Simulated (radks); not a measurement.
# Valence configurations of Br³⁺

Aim: which of several valence configurations of Br³⁺ lies lowest at this level, and whether it is the one NIST lists ([Ar] 3d10 4s2 4p2).

Method: scalar-relativistic Kohn-Sham, PBE, spin-polarised, spherical densities, finite nucleus; open shells are filled with parallel spins first. Code: radks (a radial shooting solver on a logarithmic mesh, Libxc functionals) version 1.

## 1. Starting point

| Quantity | Value |
| --- | --- |
| element | bromine (Z = 35) |
| charge | +3 |
| electrons | 32 |
| configuration | [Ar] 3d10 4s2 4p2 |
| nuclear rms radius | 4.1629 fm |
| others tried | 3d10 4s1 4p3; 3d9 4s2 4p3; 3d9.5 4s2 4p2.5; 3d9 4s1 4p4; 3d10 4p4; 3d10 4s1.5 4p2.5 |

Outer shells as boxes (Hund's rule):

Br³⁺
```
[Ar] core
3d [↑↓][↑↓][↑↓][↑↓][↑↓]
4s [↑↓]
4p [↑ ][↑ ][  ]
```

## 2. [Ar] 3d10 4s2 4p2

Settings of this run:

```text
Z 35
configuration [Ar] 3d10 4s2 4p2
relativity scalar-relativistic
functional pbe,pbe
spin polarised
nucleus finite rms 4.1629 fm
c 137.035999084
```

## 3. [Ar] 3d10 4s1 4p3

Settings of this run:

```text
Z 35
configuration [Ar] 3d10 4s1 4p3
relativity scalar-relativistic
functional pbe,pbe
spin polarised
nucleus finite rms 4.1629 fm
c 137.035999084
```

## 4. [Ar] 3d9 4s2 4p3

Settings of this run:

```text
Z 35
configuration [Ar] 3d9 4s2 4p3
relativity scalar-relativistic
functional pbe,pbe
spin polarised
nucleus finite rms 4.1629 fm
c 137.035999084
```

## 5. [Ar] 3d9.5 4s2 4p2.5

Settings of this run:

```text
Z 35
configuration [Ar] 3d9.5 4s2 4p2.5
relativity scalar-relativistic
functional pbe,pbe
spin polarised
nucleus finite rms 4.1629 fm
c 137.035999084
```

## 6. [Ar] 3d9 4s1 4p4

Settings of this run:

```text
Z 35
configuration [Ar] 3d9 4s1 4p4
relativity scalar-relativistic
functional pbe,pbe
spin polarised
nucleus finite rms 4.1629 fm
c 137.035999084
```

## 7. [Ar] 3d10 4p4

Settings of this run:

```text
Z 35
configuration [Ar] 3d10 4p4
relativity scalar-relativistic
functional pbe,pbe
spin polarised
nucleus finite rms 4.1629 fm
c 137.035999084
```

## 8. [Ar] 3d10 4s1.5 4p2.5

Input: that of step 7 with these lines changed.

```diff
@@ -1,3 +1,3 @@
 Z 35
-configuration [Ar] 3d10 4p4
+configuration [Ar] 3d10 4s1.5 4p2.5
 relativity scalar-relativistic
```

What does the calculation give? Wanted: for each run, valence; E − E(NIST configuration); moment; highest level; its energy; 1s shift.

**Answer**, as computed:

| valence | E − E(NIST configuration) (eV) | moment (μB) | highest level | its energy (eV) | 1s shift (eV) |
| --- | --- | --- | --- | --- | --- |
| 3d10 4s2 4p2 | 0.000 | 2 | 4p up | -40.934 | +0.00 |
| 3d10 4s1.5 4p2.5 | 5.604 | 3 | 4p up | -41.667 | -0.65 |
| 3d10 4s1 4p3 | 10.659 | 4 | 4p up | -42.318 | -1.23 |
| 3d10 4p4 | 28.873 | 2 | 4p down | -39.818 | -3.04 |
| 3d9.5 4s2 4p2.5 | 33.064 | 3 | 4p up | -42.549 | -8.15 |
| 3d9 4s2 4p3 | 68.473 | 4 | 4p up | -44.119 | -16.47 |
| 3d9 4s1 4p4 | 83.570 | 4 | 4p down | -41.052 | -17.93 |

**Reading.** Theory agrees with NIST among these: the next, 3d10 4s1.5 4p2.5, lies 5.604 eV higher. The energies are those of spherical high-spin densities, not of single terms. The 1s eigenvalue shifts by up to 17.93 eV as the valence charge is rearranged.
